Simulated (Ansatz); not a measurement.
What does this script print? It uses Ansatz 0.2.0, Python API.

Script `bfgeh4s_bend.py`:
```python
# -*- coding: utf-8 -*-
import warnings

import ansatz as az
from ase import Atoms

BASIS = "def2-SVP"
FUNCTIONAL = "pbe0"
FORCE_TOL = 0.02
LEVEL = "MP2"

warnings.simplefilter("ignore", az.DeckWarning)

atoms = Atoms(["F", "B", "Ge", "S", "H", "H", "H", "H"], positions=[
    (-1.5206, -1.5793, 0.5598),
    (-0.8527, -0.3884, 1.0443),
    (0.2326, 0.7297, -0.2292),
    (1.9076, -0.5369, -1.1381),
    (-0.9039, -0.1092, 2.1725),
    (-0.6431, 1.3273, -1.3289),
    (0.9601, 1.8874, 0.5744),
    (0.9121, -1.3876, -1.7108),
])

first = (
    az.Crystal.molecule_from_ase(atoms).calculation()
    .basis(gaussian=BASIS)
    .functional(FUNCTIONAL)
    .relax(force_tolerance=FORCE_TOL, max_steps=80)
)
atoms.positions = first.run(threads=1).report["positions_ang"]

rows = []
for angle in [90, 100, 110, 120, 135, 150, 165, 179]:
    bent = atoms.copy()
    bent.set_angle(2, 3, 7, angle, indices=[7])
    base = (
        az.Crystal.molecule_from_ase(bent).calculation()
        .basis(gaussian=BASIS)
        .correlation(LEVEL)
    )
    rows.append((angle, base.run(threads=1).report["free_energy_ev"]))
floor = min(e for _, e in rows)
for angle, e in rows:
    print(f"angle Ge2-S3-H7 = {angle:3d} deg   {1000 * (e - floor):9.1f} meV")
```

```console
$ python bfgeh4s_bend.py
angle Ge2-S3-H7 =  90 deg         0.0 meV
angle Ge2-S3-H7 = 100 deg        21.6 meV
angle Ge2-S3-H7 = 110 deg       148.8 meV
angle Ge2-S3-H7 = 120 deg       368.4 meV
angle Ge2-S3-H7 = 135 deg       834.8 meV
angle Ge2-S3-H7 = 150 deg      1390.1 meV
angle Ge2-S3-H7 = 165 deg      1890.7 meV
angle Ge2-S3-H7 = 179 deg      2117.2 meV
```

The scan is rigid, and the energies are electronic, in a modest basis. The zero is the lowest point of the grid, which needn't be the minimum. The start is relaxed with a density functional and scanned with the wavefunction method, so it isn't exactly that method's minimum. Finished in 69 s on 1 thread of Arm Neoverse V1, on a shared host, peak memory 0.29 GiB.
